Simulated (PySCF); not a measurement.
# Strontium: the same states on changed settings

One table from this session's results is given with a row withheld; the runs are named, their logs left out.

Method: unrestricted determinants in a Gaussian basis, no spin-orbit coupling in the energies. Code: PySCF 2.14.0.

6 further runs of the same task are left out: 6 that didn't finish.

## Starting point

* Element: strontium (Z = 38)
* Basis: STO-3G
* Hamiltonian: no relativity, point nucleus
* State 1: Sr: [Kr] 5s2, closed-shell 1S
* State 2: Sr⁺: [Kr] 5s1, 2S determinant
* Methods: UHF, M06-L, r2SCAN, MP2
* Core shells frozen in the correlated runs: valence: [Kr] (for Sr)

The outer shells:

Sr [Kr] 5s2
```
[Kr] core
5s [↑↓]
```

Sr+ [Kr] 5s1
```
[Kr] core
5s [↑ ]
```

The sound run (x2c-TZVPall, scalar relativity by spin-free X2C-1e, symmetry-adapted start, fine grid, valence correlation) gave:

```tsv
species	method	energy (hartree)
Sr	UHF	-3177.31954
Sr	M06-L	-3179.11482
Sr	r2SCAN	-3179.21795
Sr	MP2 (valence)	-3177.33683
Sr⁺	UHF	-3177.14513
Sr⁺	M06-L	-3178.90317
Sr⁺	r2SCAN	-3179.01847
```

The runs were made by one driver on top of PySCF. The scripts below sum up each run's settings (the driver also hands on starting orbitals that pick excited configurations, and frozen orbitals as a list rather than a count), and the logs come from the driver's own runs. The driver starts from symmetry-adapted Hartree-Fock orbitals, holds the occupation by maximum overlap and uses a logarithmic radial grid for functionals, so a plain start would take other cycles.

The first run:

It was started by

```bash
> OMP_NUM_THREADS=1 python atomrun2.py TASK.json OUT
```

File input.py:

```python
from pyscf import gto, scf, dft, mp, cc
import basis_set_exchange as bse
mol = gto.M(atom="Sr 0 0 0", charge=0, spin=0, symmetry="D2h",
            basis=gto.basis.parse(bse.get_basis("STO-3G", elements=["Sr"], fmt="nwchem", header=False)))
mf = scf.UHF(mol)
mf.irrep_nelec = {'Ag': (7, 7), 'B1g': (1, 1), 'B2g': (1, 1), 'B3g': (1, 1), 'B1u': (3, 3), 'B2u': (3, 3), 'B3u': (3, 3)}
mf.kernel()
```

Among the steps run: Changed run, Sr; Changed run, Sr⁺.

One of the session's tables, all rows but one given; the rest of the session is left out.

Ionisation energy of Sr:

| method | sound run (eV) |
| --- | --- |
| UHF | ? |
| M06-L | 5.759 |
| r2SCAN | 5.428 |
| MP2 | 5.216 |
| SCS-MP2 | 5.310 |

Q: Estimate the row for UHF from the others.

The run gave: sound run (eV): 4.746. In the column «sound run (eV)» it is the lowest.
